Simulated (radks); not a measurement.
# Sm with its nuclear charge varied continuously

The task here is to estimate one member of a computed series from the others.

The numbers are computed with radks (a radial shooting solver on a logarithmic mesh, Libxc functionals) version 1 (scalar-relativistic Kohn-Sham, r2SCAN, spin-polarised, spherical densities, finite nucleus; open shells are filled with parallel spins first), except any that are marked as measured or tabulated.

1 further run of the same task is left out (it didn't finish).

## What is computed

- element: samarium (Z = 62)
- charge: 0
- electrons: 62
- configuration: [Xe] 4f6 6s2
- nuclear rms radius: 5.0819 fm

Outer shells as boxes (Hund's rule):

Sm
```
[Xe] core
4f [↑ ][↑ ][↑ ][↑ ][↑ ][↑ ][  ]
6s [↑↓]
```

Set-up of the first run:

Settings of this run:

```text
Z 62
configuration [Xe] 4f6 6s2
relativity scalar-relativistic
functional r2scan,r2scan
spin polarised
nucleus finite rms 5.0819 fm
c 137.035999084
```

Steps of the session up to this table: Z = 62.

One table of the session follows, with a row left open; its other results are not shown here.

It belongs to the step «Z = 62». Radial moments (bohr):

```
  level     <r>  outermost maximum (interpolated)  90 % within  nodes
4d down  0.6720                             0.587         1.01      1
  5s up   1.403                              1.26         2.02      4
5s down   1.438                              1.28         2.08      4
  5p up   1.641                              1.42         2.41      3
5p down   1.692                              1.45         2.49      3
  4f up  0.9842                             0.614         1.72      0
  6s up       ?                                 ?            ?      ?
6s down   4.564                              3.87         6.72      5
```

Estimate the missing values for 6s up.

The run gave: <r>: 4.296; outermost maximum (interpolated): 3.68; 90 % within: 6.32; nodes: 5. In the column «<r>» it lies between 5p down (1.692) and 6s down (4.564).
